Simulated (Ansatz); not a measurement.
PbS, space group Pnma, a relaxation of cell and ions

With the Python package of Ansatz (0.2.0).

The script reads `pbs.extxyz`:
```text
8
Lattice="8.43319393 0.0 0.0 0.0 4.23050716 0.0 0.0 0.0 5.9824948" Properties=species:S:1:pos:R:3 pbc="T T T"
Pb    1.04373374    3.17288037    4.48740211
Pb    5.26033071    3.17288037    4.48634009
Pb    7.38946019    1.05762679    1.49509269
Pb    3.17286322    1.05762679    1.49615471
S     7.37698986    1.05762679    4.49254867
S     3.16039289    1.05762679    4.48119353
S     1.05620407    3.17288037    1.48994613
S     5.27280104    3.17288037    1.50130127
```

Run as a notebook:

In [1]:
```python
import ansatz as az
from ase.data import atomic_numbers
import numpy as np
import spglib

config = {
    "ecut": 510,
    "kmesh": (2, 4, 4),
    "max_scf": 100,
}
```

In [2]:
```python
def edges_and_angles(cell):
    cell = np.asarray(cell)
    a, b, c = np.linalg.norm(cell, axis=1)
    cosines = cell[1] @ cell[2] / (b * c), cell[0] @ cell[2] / (a * c), cell[0] @ cell[1] / (a * b)
    return (a, b, c, *np.degrees(np.arccos(cosines)))

xtal = az.Crystal.from_extxyz("pbs.extxyz")
```

In [3]:
```python
len(xtal.resolved().sites)
```
Out [3]:
```text
8
```

In [4]:
```python
calculation = (
    xtal.calculation()
    .functional(az.Functional.PBE)
    .basis(config["ecut"])
    .kpoints(*config["kmesh"])
    .occupations(az.OccupationsMethod.FIXED)
    .scf(max_iterations=config["max_scf"])
    .relax(max_steps=30, cell=True, stress_tolerance=0.01)
)
steps = []


def follow(event):
    if event["event"] != "relax_step":
        return
    row = event["data"]
    steps.append(row)
    print(f"step {row['step']:3d}  E = {row['lagrangian_ev']:.5f} eV  largest force component = {row['allowed_force_max_ev_ang']:.4f} eV/A  P = {row['pressure_gpa']:.3f} GPa")


outcome = calculation.session().plan(threads=1).execute(on_event=follow)
summary = outcome.report
```
```text
step   1  E = -51238.21454 eV  largest force component = 0.0099 eV/A  P = 1.017 GPa
step   2  E = -51238.22020 eV  largest force component = 0.0057 eV/A  P = -0.727 GPa
step   3  E = -51238.22749 eV  largest force component = 0.0038 eV/A  P = -0.024 GPa
step   4  E = -51238.22755 eV  largest force component = 0.0004 eV/A  P = -0.001 GPa
step   5  E = -51238.22763 eV  largest force component = 0.0004 eV/A  P = -0.001 GPa
```

In [5]:
```python
summary["kweights"]
```
Out [5]:
```text
[0.03125, 0.0625, 0.03125, 0.0625, 0.125, 0.0625, 0.03125, 0.0625, 0.03125, 0.03125, 0.0625,
 0.03125, 0.0625, 0.125, 0.0625, 0.03125, 0.0625, 0.03125]
```

In [6]:
```python
first, last = steps[0], steps[-1]
symbols = [site.symbol for site in outcome.lattice.sites]
print(f"energy gained {first['lagrangian_ev'] - last['lagrangian_ev']:.4f} eV in {len(steps) - 1} steps")
for label, vectors in (("before", first["cell_ang"]), ("after", outcome.lattice.cell_ang)):
    print(label, "a b c (A) {:.4f} {:.4f} {:.4f}  angles {:.2f} {:.2f} {:.2f}".format(*edges_and_angles(vectors)), f" V = {abs(np.linalg.det(vectors)):.3f} A^3")
print("final stress xx yy zz (GPa, compression positive):", np.round(np.diag(summary["stress_gpa"]), 3) + 0.0)

fractions = [site.position_frac for site in outcome.lattice.sites]
numbers = [atomic_numbers[s] for s in symbols]
for tolerance in (1e-3, 1e-2, 1e-1):
    print(f"space group at {tolerance} A:", spglib.get_spacegroup((outcome.lattice.cell_ang, fractions, numbers), symprec=tolerance))
```
```text
energy gained 0.0131 eV in 4 steps
before a b c (A) 8.4332 4.2305 5.9825  angles 90.00 90.00 90.00  V = 213.436 A^3
after a b c (A) 8.5053 4.2525 6.0113  angles 90.00 90.00 90.00  V = 217.422 A^3
final stress xx yy zz (GPa, compression positive): [-0.001  0.    -0.002]
space group at 0.001 A: Pmmn (59)
space group at 0.01 A: Fm-3m (225)
space group at 0.1 A: Fm-3m (225)
```

In [7]:
```python
change = np.array(last["positions_ang"]) @ np.linalg.inv(last["cell_ang"]) - np.array(first["positions_ang"]) @ np.linalg.inv(first["cell_ang"])
moved = np.linalg.norm(change @ np.array(last["cell_ang"]), axis=1)
print("displacement within the cell, strain taken out (A):", " ".join(f"{s}:{d:.3f}" for s, d in zip(symbols, moved)))
```
```text
displacement within the cell, strain taken out (A): Pb:0.010 Pb:0.010 Pb:0.010 Pb:0.010 S:0.006 S:0.006 S:0.006 S:0.006
```

In [8]:
```python
print("%-22s %14.5f eV" % ("F = E - TS", summary["free_energy_ev"]))
print("%-22s %14.5f eV" % ("E", summary["internal_energy_ev"]))
print("%-22s %14.5f eV" % ("Harris-Foulkes", summary["harris_foulkes_ev"]))
print("%-22s %14.5f eV" % ("Fermi level", summary["fermi_energy_ev"]))
```
```text
F = E - TS               -51238.22763 eV
E                        -51238.22763 eV
Harris-Foulkes           -51238.22763 eV
Fermi level                   7.78306 eV
```

Notes:
- Absolute energies stand on the zero of these potentials, so only differences at equal settings mean something. A total without «per atom» is that of the whole cell that was run.
- With fixed filling the reported Fermi level is the top filled level among the k-points of the SCF.
- An absolute Fermi energy rests on an arbitrary zero of the periodic potential and has no direct meaning.
- Energies along a relaxation are free energies. Rows at an unchanged volume are solved on a plane-wave basis chosen afresh for that cell, so the energy can jump there; the script counts such rows among its steps.
- Within a few hundredths of an angstrom the cell has the higher group Fm-3m; the lower one is a small distortion.
- The cell relaxed to the group Fm-3m; tensors and edges are in the axes of the typed cell.
- Spin-orbit coupling, which matters for elements this heavy, is left out.
- The structure comes from a database of computed cells and needn't be a stable or known phase.
- Finished in 70 s on 1 thread of Arm Neoverse V1, with other jobs on the host, peak memory 0.59 GiB.
